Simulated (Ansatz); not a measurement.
CH3AlCl2Se, SMILES C[Se][Al]([Cl])[Cl], a ladder of methods at one geometry

Computed with Ansatz 0.2.0, Python API.

Run as a notebook:

In [1]:
```python
from pathlib import Path

import ansatz as az
import numpy as np
```

In [2]:
```python
mol = (
    az.Crystal.molecule()
    .atom("C", (-1.1042, -0.896, -0.2998))
    .atom("Se", (0.7137, -1.3905, -0.3644))
    .atom("Al", (1.4303, 0.8005, 0.2974))
    .atom("Cl", (1.6974, 1.3046, 2.4559))
    .atom("Cl", (1.8288, 2.3507, -1.2305))
    .atom("H", (-1.3281, -0.0051, -1.0285))
    .atom("H", (-1.3976, -0.5232, 0.7178))
    .atom("H", (-1.7483, -1.6981, -0.6038))
)

base = mol.calculation()
base = base.basis(gaussian="def2-SVP")
base = base.accuracy("medium").scf(lower_state_search="off")
```

In [3]:
```python
print("functional    E (Ha)        dipole (D)   HOMO (eV)  LUMO (eV)")
for name in ["r2scan0", "r2scan", "hf", "cam_b3lyp", "revpbe", "pbe0"]:
    summary = base.functional(name).forces().orbitals().run(runs_dir="runs").report
    lines = Path(summary["orbitals_path"]).read_text().splitlines()
    field_of = lambda key: [line.split("=")[1].strip() for line in lines if line.startswith(key)]
    orbitals = [(27.211386 * float(e), s, float(n)) for e, s, n in zip(field_of("Ene="), field_of("Spin="), field_of("Occup="))]
    homo = max(e for e, _, n in orbitals if n > 0.5)
    lumo = min(e for e, _, n in orbitals if n < 0.5)
    dipole = 4.803205 * np.linalg.norm(summary["charge_distribution"]["dipole_moment_e_ang"])
    print(f"{name:10s} {summary['free_energy_ev'] / 27.211386246:14.6f} {dipole:9.3f} {homo:11.3f} {lumo:10.3f}")
```
```text
functional    E (Ha)        dipole (D)   HOMO (eV)  LUMO (eV)
r2scan0      -3603.634099     2.043      -7.065     -1.857
r2scan       -3603.656800     2.007      -5.984     -2.501
hf           -3599.851389     2.044      -9.472      1.041
cam_b3lyp    -3603.885837     1.928      -8.077     -0.913
revpbe       -3603.330614     1.957      -5.639     -2.593
pbe0         -3603.018864     2.030      -6.876     -1.977
```

Notes:
- These settings explore the input space; basis and method may be short of convergence.
- The geometry is a force-field or estimated start, not a minimum of this method, and the basis set is short of its limit. A lower total doesn't mark the better method: functionals have no common bound, and MP2 and coupled cluster aren't variational.
- Levels such as HOMO and LUMO are orbital energies: with these approximate functionals they aren't the ionisation energy and electron affinity, and their gap isn't the fundamental gap.
- Run time: 25 s on 1 thread of Intel(R) Xeon(R) Processor @ 2.30GHz (shared host), peak memory 0.37 GiB.
